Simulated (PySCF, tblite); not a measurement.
# C₆H₁₀OSi+ (doublet): geometry, infrared bands and EPR parameters

Wanted: the infrared bands and EPR parameters of C₆H₁₀OSi+ (doublet) (`CC[C+]1[CH]OC([SiH3])=C1`), by calculation.

The runs use tblite 0.8.0 and PySCF 2.14.0, with density-fitted response routines of our own; the level of theory stands in each step. All values are computed, except where a source is named. Atoms count from 0, in the outputs and in this text.

### Step 1. The molecule as given

18 atoms, charge 1, multiplicity 2; geometry from: force field or distance geometry start.

Bonds of the start (Å): C0–C1 1.48, C1–C2 1.50, C2–C3 1.48, C3–O4 1.39, O4–C5 1.39, C5–Si6 1.86, C5–C7 1.33, C7–C2 1.45, C0–H8 1.11, C0–H9 1.13, C0–H10 1.13, C1–H11 1.12, C1–H12 1.10, C3–H13 1.10, Si6–H14 1.45, Si6–H15 1.49, Si6–H16 1.46, C7–H17 1.06.

### Step 2. Relaxing the molecule with GFN2-xTB

Job settings and geometry (Å):

```
{"job": {"kind": "relax", "xc": "GFN2-xTB", "basis": "xTB"}, "charge": 1, "multiplicity": 2}
C     -2.428900     0.835700     0.013100
C     -2.071800    -0.586500    -0.191600
C     -0.576700    -0.683100    -0.213300
C      0.140900    -1.960900    -0.408000
O      1.402300    -1.535300    -0.792900
C      1.584900    -0.200500    -0.454600
Si     3.189400     0.742500    -0.461200
C      0.429900     0.355700    -0.091200
H     -1.707500     1.379900     0.665900
H     -2.493100     1.312200    -1.004700
H     -3.453400     0.872600     0.492100
H     -2.410300    -1.263500     0.635000
H     -2.417800    -1.009500    -1.144600
H     -0.378500    -2.524200    -1.192400
H      3.002200     2.147300    -0.132600
H      4.060300     0.097800     0.556700
H      3.842900     0.669600    -1.770000
H      0.276500     1.356500     0.217800
```

On the command line:

```
$ OMP_NUM_THREADS=1 python probes_run.py task.json out
```

One launch serves the whole session: the jobs run in the order shown.

**Question.** This job is followed by: GFN2-xTB harmonic vibrations, gas phase; UKS B3LYP, pcH-1 on C H O Si, non-relativistic, mean-field spin-orbit, GIAO. Predict these results of the whole session: strongest single infrared mode (GFN2-xTB); zero-point energy (GFN2-xTB); g(iso) (B3LYP); ⟨S²⟩; largest a(iso) (averaged by class).

**Answer**, as computed:

| quantity | value |
| --- | --- |
| strongest single infrared mode (GFN2-xTB) | 1362 cm⁻¹, 437 km/mol |
| zero-point energy (GFN2-xTB) | 83.9 kcal/mol |
| g(iso) (B3LYP) | 2.00235 |
| ⟨S²⟩ | 0.760 (exact 0.75) |
| largest a(iso) (averaged by class) | 1H on H11, H12, 60.4 MHz |

What this shows: Over 84 steps the energy fell by 1.648 eV; of the close pairs, C3–O4 changed most, 1.386 to 1.308 Å. All 48 modes are real, so the xTB geometry is a minimum. The strongest single mode, at 1362 cm⁻¹, is spread over several atoms, H12, H11, C2 among them. GFN2-xTB is a fitted tight-binding method: band positions and strengths are rough. Its intensities can rank the bands wrongly. The largest spin populations lie on C3 (0.51 e), C5 (0.41 e). The isotropic g lies 0.0 ppt above the free-electron value. These values are for one conformer; the search (at its own cheap level) found 2 more, at 0.90, 1.11 kcal/mol, and measured spectra average over such forms.
